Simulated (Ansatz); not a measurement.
## C2H5BrGaN, SMILES CC#[N+][GaH2-][Br]: a ladder of methods at one geometry, step by step

Computed with Ansatz's Python interface.

Run as a notebook:

In [1]:
```python
from pathlib import Path

import ansatz as az
import numpy as np
```

In [2]:
```python
GEOMETRY = """
C    -2.26910   -0.05030   -0.20850
C    -0.80920   -0.02210   -0.12110
N     0.34550    0.00020   -0.05180
Ga    2.20970    0.03650    0.06210
Br    2.85370    0.24680    2.33020
H    -2.69980    0.58250    0.59450
H    -2.58790    0.33890   -1.19730
H    -2.62650   -1.09370   -0.08900
H     2.81020   -1.32960   -0.54320
H     2.77340    1.29080   -0.77570
"""
```

In [3]:
```python
mol = az.Crystal.molecule()
for line in GEOMETRY.strip().splitlines():
    symbol, *xyz = line.split()
    mol = mol.atom(symbol, [float(v) for v in xyz])
```

In [4]:
```python
base = mol.calculation().basis(gaussian="def2-SVP")
```

In [5]:
```python
print("functional    E (Ha)        dipole (D)   HOMO (eV)  LUMO (eV)")
for name in ["blyp", "pbe0", "lda", "cam_b3lyp", "revpbe", "b3lyp"]:
    data = base.functional(name).forces().orbitals().run(runs_dir="runs").report
    lines = Path(data["orbitals_path"]).read_text().splitlines()
    field_of = lambda key: [line.split("=")[1].strip() for line in lines if line.startswith(key)]
    orbitals = [(27.211386 * float(e), s, float(n)) for e, s, n in zip(field_of("Ene="), field_of("Spin="), field_of("Occup="))]
    homo = max(e for e, _, n in orbitals if n > 0.5)
    lumo = min(e for e, _, n in orbitals if n < 0.5)
    dipole = 4.803205 * np.linalg.norm(data["charge_distribution"]["dipole_moment_e_ang"])
    print(f"{name:10s} {data['free_energy_ev'] / 27.211386246:14.6f} {dipole:9.3f} {homo:11.3f} {lumo:10.3f}")
```
```text
functional    E (Ha)        dipole (D)   HOMO (eV)  LUMO (eV)
blyp         -4632.382618    10.213      -5.052     -2.456
pbe0         -4631.640112    10.856      -6.469     -1.680
lda          -4624.566633    10.193      -5.345     -2.776
cam_b3lyp    -4632.520937    10.993      -7.691     -0.483
revpbe       -4631.951005    10.305      -5.233     -2.557
b3lyp        -4632.430882    10.704      -6.184     -1.879
```

Caveats:
- Total energies depend on the basis set; only differences at equal settings carry meaning.
- The geometry is a force-field or estimated start, not a minimum of this method, and the basis set is short of its limit. A lower total doesn't mark the better method: functionals have no common bound, and MP2 and coupled cluster aren't variational.
- b3lyp holds the VWN-RPA fit, as in Gaussian; the form of ORCA and Turbomole is b3lyp5.
- Levels such as HOMO and LUMO are orbital energies: with these approximate functionals they aren't the ionisation energy and electron affinity, and their gap isn't the fundamental gap.
- Hardware and time: 40 s on 1 thread of Arm Neoverse V1, with other jobs on the host, peak memory 0.46 GiB.
